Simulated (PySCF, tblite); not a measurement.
**C₆H₁₁BN₂: geometry, infrared bands and NMR shifts**

Wanted: the infrared bands and NMR shifts of C₆H₁₁BN₂ (`CC#[N+][BH2-][C@H](C#N)CC`), by calculation.

The runs use tblite 0.8.0 and PySCF 2.14.0, with density-fitted response routines of our own; the level of theory stands in each step. All values are computed, except where a source is named. Atoms count from 0, in the outputs and in this text.

## Step 1: The molecule as given

20 atoms, charge 0, multiplicity 1; geometry from: force field or distance geometry start.

Bonds of the start (Å): C0–C1 1.50, C1–N2 1.14, N2–B3 1.50, B3–C4 1.59, C4–C5 1.45, C5–N6 1.15, C4–C7 1.53, C7–C8 1.49, C0–H9 1.10, C0–H10 1.11, C0–H11 1.11, B3–H12 1.19, B3–H13 1.18, C4–H14 1.12, C7–H15 1.10, C7–H16 1.12, C8–H17 1.12, C8–H18 1.10, C8–H19 1.13.

## Step 2: Geometry optimisation with GFN2-xTB

The job: settings as JSON, then the geometry in Å.

```
{"job": {"kind": "relax", "xc": "GFN2-xTB", "basis": "xTB"}, "charge": 0, "multiplicity": 1}
C      4.137200    -0.593600    -0.203100
C      2.745400    -0.077200    -0.417700
N      1.688000     0.322700    -0.582000
B      0.313700     0.877900    -0.820300
C     -0.675000     0.192700     0.219600
C     -0.545600    -1.253200     0.279900
N     -0.445100    -2.394000     0.351400
C     -2.068200     0.529700    -0.310100
C     -3.172100    -0.032600     0.522800
H      4.464800    -0.406400     0.833800
H      4.078000    -1.669800    -0.448600
H      4.784400    -0.134500    -0.980100
H     -0.084300     0.575300    -1.895900
H      0.262900     2.046300    -0.652800
H     -0.531100     0.669100     1.228300
H     -2.190000     0.162500    -1.341900
H     -2.160400     1.646900    -0.350900
H     -3.313100     0.478200     1.508600
H     -3.159800    -1.122800     0.665500
H     -4.134800     0.193700    -0.019300
```

On the command line:

```sh
$ OMP_NUM_THREADS=1 python probes_run.py task.json out
```

One launch serves the whole session: the jobs run in the order shown.

**Question.** This job is followed by: GFN2-xTB harmonic vibrations, gas phase; GIAO PBE0/pcSseg-1 NMR shielding, non-relativistic, gas phase. Predict these results of the whole session: strongest single infrared mode (GFN2-xTB); zero-point energy (GFN2-xTB); ¹³C shifts against TMS (PBE0/pcSseg-1); ¹H shifts against TMS (PBE0/pcSseg-1, means over atoms taken as alike); ¹⁵N shifts against NH3 (PBE0/pcSseg-1); ¹¹B shifts against BF3·OEt2 (PBE0/pcSseg-1).

**Answer**, as computed:

```
                                                              quantity                                         value
                             strongest single infrared mode (GFN2-xTB)                         2369 cm⁻¹, 265 km/mol
                                          zero-point energy (GFN2-xTB)                                100.1 kcal/mol
                                ¹³C shifts against TMS (PBE0/pcSseg-1)       135.2, 123.6, 29.9, 25.1, 19.4, 2.9 ppm
¹H shifts against TMS (PBE0/pcSseg-1, means over atoms taken as alike)  2.71, 1.98, 1.88, 1.82, 1.51, 1.47, 1.23 ppm
                                ¹⁵N shifts against NH3 (PBE0/pcSseg-1)                              283.9, 228.7 ppm
                           ¹¹B shifts against BF3·OEt2 (PBE0/pcSseg-1)                                     -31.8 ppm
```

Over 171 steps the energy fell by 0.576 eV; of the close pairs, B3–C4 changed most, 1.590 to 1.682 Å. No mode is imaginary among the 54: a minimum at this level. The strongest single mode, at 2369 cm⁻¹, moves mainly C5 and N6. Unscaled tight-binding wavenumbers are off by several per cent, some by more. Its intensities can rank the bands wrongly. At PBE0/pcSseg-1: The widest tensor belongs to N6: span 468 ppm, with a paramagnetic part of -363 ppm.
